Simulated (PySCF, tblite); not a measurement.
**GeH₆O₄Ti, a small molecule taken as a stand-in for a surface group (germyl): NMR shifts, core binding energies and electronic excitations, part 1 of 2**

Aim: the NMR shifts, core binding energies and electronic excitations of `[OH][Ti]([OH])([OH])[O][GeH3]`.

Computed with tblite 0.8.0 and PySCF 2.14.0; each step states its level. No surroundings beyond the atoms listed, unless a continuum is named. Atoms count from 0, parts from 1.

## 1. Starting point

12 atoms, charge 0, multiplicity 1; geometry: distance geometry start.

## 2. Geometry optimisation with GFN2-xTB

What the job is given:

```
{"job": {"kind": "relax", "xc": "GFN2-xTB", "basis": "xTB"}, "charge": 0, "multiplicity": 1}
Ge     1.713599     0.389025    -1.653417
O      1.596319     0.456582     0.175418
Ti     0.110794    -0.258292     1.186717
O     -0.932129    -1.475811     0.103022
O     -1.071953     1.212080     1.746060
O      0.762606    -1.185760     2.766433
H      2.103110    -1.027837    -2.124071
H      2.808485     1.340477    -2.125321
H      0.427607     0.770797    -2.292759
H     -0.606151    -1.900340    -0.728439
H     -1.078233     1.558088     2.677088
H      0.230238    -1.531175     3.484618
```

Method: GFN2-xTB geometry optimisation, gas phase.

Command:

```sh
> OMP_NUM_THREADS=1 python cluster_run.py task.json out
```

The driver reads the jobs from task.json and runs them one after another.

The log of the run:

```text
step      E/eV     max force
  0    -625.76381    2.238
  1    -626.00168    1.790
  2    -626.66109    2.034
  3    -626.80154    1.360
  4    -626.89122    1.029
  5    -626.91163    0.430
  6    -626.93402    0.418
  7    -626.95230    0.457
  8    -626.98212    0.551
  9    -627.00514    0.511
 10    -627.02561    0.438
 11    -627.03734    0.285
 12    -627.04653    0.321
 13    -627.05467    0.314
 14    -627.06154    0.249
 15    -627.06658    0.210
 16    -627.07081    0.222
 17    -627.07611    0.256
 18    -627.08246    0.245
 19    -627.08780    0.240
 20    -627.09188    0.191
 21    -627.09755    0.273
 22    -627.10843    0.463
 23    -627.12322    0.549
 24    -627.13811    0.521
 25    -627.15182    0.253
 26    -627.15626    0.263
 27    -627.16015    0.310
 28    -627.16854    0.404
 29    -627.18069    0.346
 30    -627.19355    0.310
 31    -627.19648    0.164
 32    -627.19889    0.288
 33    -627.20087    0.179
 34    -627.20263    0.136
 35    -627.20534    0.080
 36    -627.20685    0.102
 37    -627.21088    0.184
 38    -627.21355    0.193
 39    -627.21564    0.109
 40    -627.21681    0.072
 41    -627.21757    0.117
 42    -627.21837    0.124
 43    -627.21998    0.173
 44    -627.22376    0.223
 45    -627.22758    0.242
 46    -627.23086    0.130
 47    -627.23293    0.210
 48    -627.23452    0.184
 49    -627.23602    0.140
 50    -627.23756    0.147
 51    -627.23854    0.075
 52    -627.23979    0.096
 53    -627.24094    0.099
 54    -627.24144    0.084
 55    -627.24186    0.057
 56    -627.24241    0.067
 57    -627.24281    0.084
 58    -627.24314    0.086
 59    -627.24354    0.057
 60    -627.24410    0.050
 61    -627.24494    0.103
 62    -627.24620    0.115
 63    -627.24737    0.103
 64    -627.24812    0.074
 65    -627.24853    0.068
 66    -627.24881    0.086
 67    -627.24936    0.091
 68    -627.25095    0.112
 69    -627.25296    0.098
 70    -627.25361    0.048
 71    -627.25390    0.045
 72    -627.25410    0.040
 73    -627.25428    0.036
 74    -627.25460    0.056
 75    -627.25495    0.066
 76    -627.25529    0.052
 77    -627.25554    0.042
 78    -627.25571    0.035
 79    -627.25585    0.034
 80    -627.25604    0.043
 81    -627.25633    0.064
 82    -627.25688    0.091
 83    -627.25775    0.128
 84    -627.25876    0.129
 85    -627.25927    0.169
 86    -627.25983    0.076
 87    -627.26011    0.069
 88    -627.26088    0.125
 89    -627.26144    0.130
 90    -627.26219    0.096
 91    -627.26246    0.045
 92    -627.26254    0.051
 93    -627.26257    0.046
 94    -627.26264    0.017
 95    -627.26270    0.038
 96    -627.26277    0.042
 97    -627.26288    0.034
 98    -627.26304    0.027
 99    -627.26325    0.038
100    -627.26346    0.046
101    -627.26361    0.055
102    -627.26376    0.108
103    -627.26398    0.076
104    -627.26418    0.036
105    -627.26428    0.021
106    -627.26436    0.027
107    -627.26441    0.021
108    -627.26447    0.038
109    -627.26453    0.026
110    -627.26456    0.039
111    -627.26458    0.023
112    -627.26460    0.016
113    -627.26464    0.015
114    -627.26468    0.017
115    -627.26471    0.013
116    -627.26472    0.008
117    -627.26473    0.007
```

Run time: 1.5 s. Hardware: 1 thread of Arm Neoverse V1, shared host.

Relaxation path:

```csv
step,energy from step 0 (eV),largest force (eV/Å)
0,0.0000,2.2377
4,-1.1274,1.0288
8,-1.2183,0.5511
12,-1.2827,0.3206
16,-1.3070,0.2215
20,-1.3281,0.1912
24,-1.3743,0.5216
28,-1.4047,0.4048
32,-1.4351,0.2885
36,-1.4430,0.1023
40,-1.4530,0.0711
44,-1.4599,0.2224
48,-1.4707,0.1836
52,-1.4760,0.0966
56,-1.4786,0.0672
60,-1.4803,0.0497
64,-1.4843,0.0740
68,-1.4871,0.1116
72,-1.4903,0.0398
76,-1.4915,0.0526
80,-1.4922,0.0430
84,-1.4950,0.1287
88,-1.4971,0.1243
92,-1.4987,0.0509
96,-1.4990,0.0418
100,-1.4996,0.0466
104,-1.5004,0.0361
108,-1.5007,0.0381
112,-1.5008,0.0158
116,-1.5009,0.0082
117,-1.5009,0.0066
```

Close pairs (by a distance rule), those that changed most:

```csv
bond,before (Å),after (Å),change (Å)
Ti2–O4,1.968,1.695,-0.273
Ti2–O5,1.944,1.727,-0.217
Ti2–H9,2.623,2.408,-0.215
Ti2–O3,1.935,1.759,-0.176
O1–Ti2,1.934,1.762,-0.172
Ge0–O1,1.834,1.731,-0.103
O4–H10,0.993,0.958,-0.035
Ge0–H8,1.486,1.519,+0.033
```

## 3. Geometry optimisation at PBE0-D3(BJ)/def2-SVP

What the job is given:

```
{"job": {"xc": "PBE0", "basis": "def2-SVP", "d3": "d3bj", "grid": 2, "kind": "geom", "shake": 0.01}, "charge": 0, "multiplicity": 1}
Ge     1.063027     0.427448    -1.603560
O      1.140355     0.660551     0.104904
Ti    -0.329233    -0.040739     0.800813
O     -1.076500    -0.874601    -0.517238
O     -1.296375     1.155335     1.479826
O      0.138423    -1.279004     1.914924
H      1.240127    -1.004416    -2.005625
H      2.249130     1.242525    -2.143644
H     -0.230705     1.060480    -2.161274
H     -1.087556    -1.839094    -0.581553
H     -1.928568     1.795868     1.845609
H      0.156366    -1.331938     2.883818
```

The log of the run:

```text
step   0  E = -3229.79344622  max force = 0.052987
step   1  E = -3229.81193798  max force = 0.015544
step   2  E = -3229.81618738  max force = 0.006426
step   3  E = -3229.81817721  max force = 0.005698
step   4  E = -3229.81931624  max force = 0.005367
step   5  E = -3229.82008067  max force = 0.004322
step   6  E = -3229.82079712  max force = 0.002849
step   7  E = -3229.82117425  max force = 0.005273
step   8  E = -3229.82144288  max force = 0.001872
step   9  E = -3229.82173973  max force = 0.002629
step  10  E = -3229.82184204  max force = 0.001344
step  11  E = -3229.82190128  max force = 0.000675
step  12  E = -3229.82191515  max force = 0.000481
step  13  E = -3229.82193268  max force = 0.000646
step  14  E = -3229.82194719  max force = 0.000613
step  15  E = -3229.82195657  max force = 0.000395
optimisation converged
```

It took 4 min on 1 thread of Arm Neoverse V1, shared host; peak memory 0.77 GiB.

Step by step:

```csv
step,energy from step 0 (eV),largest force component (eV/Å)
0,0.0000,2.7247
1,-0.5032,0.7993
2,-0.6188,0.3304
3,-0.6730,0.2930
4,-0.7040,0.2760
5,-0.7248,0.2222
6,-0.7443,0.1465
7,-0.7545,0.2711
8,-0.7618,0.0963
9,-0.7699,0.1352
10,-0.7727,0.0691
11,-0.7743,0.0347
12,-0.7747,0.0247
13,-0.7752,0.0332
14,-0.7756,0.0315
15,-0.7758,0.0203
```

Distances of close pairs at the start and the end, largest changes first:

```csv
bond,before (Å),after (Å),change (Å)
Ti2–H9,2.392,2.498,+0.106
Ti2–O4,1.681,1.780,+0.099
Ti2–O3,1.729,1.792,+0.063
Ti2–O5,1.730,1.788,+0.058
Ge0–O1,1.726,1.774,+0.048
Ge0–H6,1.498,1.540,+0.042
O4–H10,0.971,0.960,-0.012
O1–Ti2,1.771,1.782,+0.011
```

The end geometry stands in the next job.

```csv
at the end point,value
point group (found at 0.08 Å tolerance),C1
"rotational constants (GHz, main isotopes)","3.213, 0.723, 0.720"
dipole moment (D),0.70
```

## 4. NMR shieldings: PBE0/pcSseg-1

What the job is given:

```
{"job": {"kind": "nmr", "xc": "PBE0", "basis": "pcSseg-1"}, "charge": 0, "multiplicity": 1}
Ge     1.248399     0.675161    -1.911033
O      0.734491     0.465723    -0.226396
Ti    -0.436167    -0.249417     0.910312
O     -1.592270    -1.203448    -0.072595
O     -1.300232     1.030999     1.794778
O      0.388686    -1.322211     2.078558
H      1.495240    -0.715181    -2.524994
H      2.545300     1.503127    -1.896114
H      0.134531     1.419572    -2.671171
H     -1.720762    -2.156351    -0.065773
H     -1.847369     1.784727     1.562989
H      0.388669    -1.260248     3.038433
```

Level: GIAO PBE0/pcSseg-1 NMR shielding, non-relativistic, gas phase.

The log of the run:

```text
coarse grid: 50424 points
cycle   1  E = -3229.4978105911  dE = -2.055e-01  |g| = 1.936e+00  |ddm| = 3.620e+00
cycle   2  E = -3221.6817501938  dE =  7.816e+00  |g| = 7.796e+00  |ddm| = 3.368e+00
cycle   3  E = -3229.8153255562  dE = -8.134e+00  |g| = 1.271e+00  |ddm| = 2.607e+00
cycle   4  E = -3230.0366032422  dE = -2.213e-01  |g| = 4.691e-01  |ddm| = 9.689e-01
cycle   5  E = -3230.0721177667  dE = -3.551e-02  |g| = 1.806e-01  |ddm| = 2.765e-01
cycle   6  E = -3230.0780983252  dE = -5.981e-03  |g| = 2.472e-02  |ddm| = 1.083e-01
cycle   7  E = -3230.0781913936  dE = -9.307e-05  |g| = 1.000e-02  |ddm| = 1.699e-02
cycle   8  E = -3230.0782039280  dE = -1.253e-05  |g| = 1.871e-03  |ddm| = 5.540e-03
cycle   9  E = -3230.0782042967  dE = -3.687e-07  |g| = 1.183e-03  |ddm| = 1.475e-03
final grid: 103360 points
cycle  10  E = -3230.0782156520  dE =  7.938e-07  |g| = 2.425e-03  |ddm| = 1.905e-03
cycle  11  E = -3230.0782115460  dE =  4.106e-06  |g| = 5.312e-03  |ddm| = 3.779e-03
cycle  12  E = -3230.0782166603  dE = -5.114e-06  |g| = 6.159e-04  |ddm| = 2.635e-03
cycle  13  E = -3230.0782167291  dE = -6.876e-08  |g| = 3.955e-05  |ddm| = 2.958e-04
cycle  14  E = -3230.0782167293  dE = -1.642e-10  |g| = 5.528e-06  |ddm| = 2.109e-05
converged SCF energy = -3230.0782167293

GIAO shielding tensors (ppm)
atom      isotropic    diamagn.    paramagn.     s11        s22        s33       span
  0 Ge    1404.995    2754.344   -1349.349   1280.417   1299.297   1635.270    354.852
  1 O       26.634     411.031    -384.397   -167.808    -41.198    288.908    456.715
  2 Ti    -159.461    1605.341   -1764.802   -192.857   -176.978   -108.548     84.309
  3 O       24.148     395.214    -371.066   -281.063     37.107    316.402    597.465
  4 O       35.435     397.023    -361.588   -213.909     -7.690    327.904    541.813
  5 O        5.965     395.183    -389.218   -312.846     15.775    314.967    627.812
  6 H       25.890      27.572      -1.682     20.223     22.034     35.413     15.191
  7 H       26.272      27.036      -0.764     20.387     22.072     36.356     15.969
  8 H       25.891      27.676      -1.785     20.184     22.092     35.398     15.214
  9 H       24.594      31.243      -6.649     18.274     25.259     30.249     11.975
 10 H       25.549      32.451      -6.902     19.694     24.301     32.651     12.957
 11 H       24.188      30.843      -6.655     17.674     24.943     29.948     12.274
```

Run time: 29 s. Hardware: 1 thread of Arm Neoverse V1, shared host; peak memory 0.98 GiB.

Shifts follow as δ = σ(reference) − σ, with reference shieldings (ppm) from runs at the same level and on the same kind of geometry: ¹H TMS 31.27, ¹⁷O H2O 334.6, ⁷³Ge GeMe4 1330. The references are single molecules in the gas phase, so shifts against H2O, NH3, PH3, H3PO4 or CFCl3 are not on the usual liquid scales and can be off by tens of ppm.

```csv
atoms,environment,σ (ppm),δ (ppm)
H11,hydrogen on an oxygen bonded to Ti,24.19,7.08
H9,hydrogen on an oxygen bonded to Ti,24.59,6.67
H10,hydrogen on an oxygen bonded to Ti,25.55,5.72
H6,hydrogen on a germanium bonded to O,25.89,5.38
H8,hydrogen on a germanium bonded to O,25.89,5.38
H7,hydrogen on a germanium bonded to O,26.27,5.00
Ge0,"germanium bonded to O, 3 H",1405,-75
O5,"oxygen bonded to Ti, H",6.0,328.6
O3,"oxygen bonded to Ti, H",24.1,310.4
O1,"oxygen bonded to Ge, Ti",26.6,307.9
O4,"oxygen bonded to Ti, H",35.4,299.1
Ti2,Ti bonded to 4 O,-159,–
```

Charges from the same density, by scheme (e):

```csv
atoms,Mulliken,IAO,Hirshfeld,ESP fit
Ge0,0.56,0.73,0.40,0.42
O1,-0.91,-0.78,-0.37,-0.54
Ti2,1.56,1.49,0.69,1.37
O3,-0.64,-0.75,-0.36,-0.79
O4,-0.63,-0.74,-0.36,-0.84
O5,-0.63,-0.74,-0.35,-0.80
```

Mayer bond orders: Ge0–O1 0.76, O1–Ti2 0.88, Ti2–O3 0.96, Ti2–O4 0.97, Ti2–O5 0.98.

(Continued in part 2 of 2.)
